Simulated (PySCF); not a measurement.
NGaF2H2, in a box:

```xyz
6
Lattice="12.0000 0.0000 0.0000 0.0000 13.0000 0.0000 0.0000 0.0000 11.0000" Properties=species:S:1:pos:R:3 pbc="T T T"
N     5.4727    7.6662    5.2442
Ga    6.0544    5.9871    5.4588
F     7.4552    5.6009    6.4146
F     5.3149    4.6347    4.6535
H     5.7953    8.4073    5.8426
H     4.5707    7.8545    4.8415
```

Base run:

```yaml
Program: PySCF 2.14.0
Functional: r2SCAN50
Dispersion: D3(BJ)
Potentials_or_basis: 6-31g* (all-electron)
k_mesh: 1 × 1 × 1
Occupations: fixed
Spin: no spin polarisation
```

Its results: gap between the frontier levels 9.67 eV.

Question: After a change of settings the same cell gave: gap between the frontier levels 5.13 eV. Which change was it?
A. functional from r2SCAN50 to M06; dispersion from D3(BJ) to D4
B. functional from r2SCAN50 to LDA; dispersion from D3(BJ) to none
C. functional from r2SCAN50 to M06-L; dispersion from D3(BJ) to D3

Answer: C.

Caveats: this is a molecule in a periodic box at the Γ point, so its band gap is the HOMO-LUMO gap; relativity is left out, which matters for the heavier elements; the basis of atomic orbitals isn't converged, which shifts pressures, moduli and gaps.

Runs at the PBE level aren't shown here.
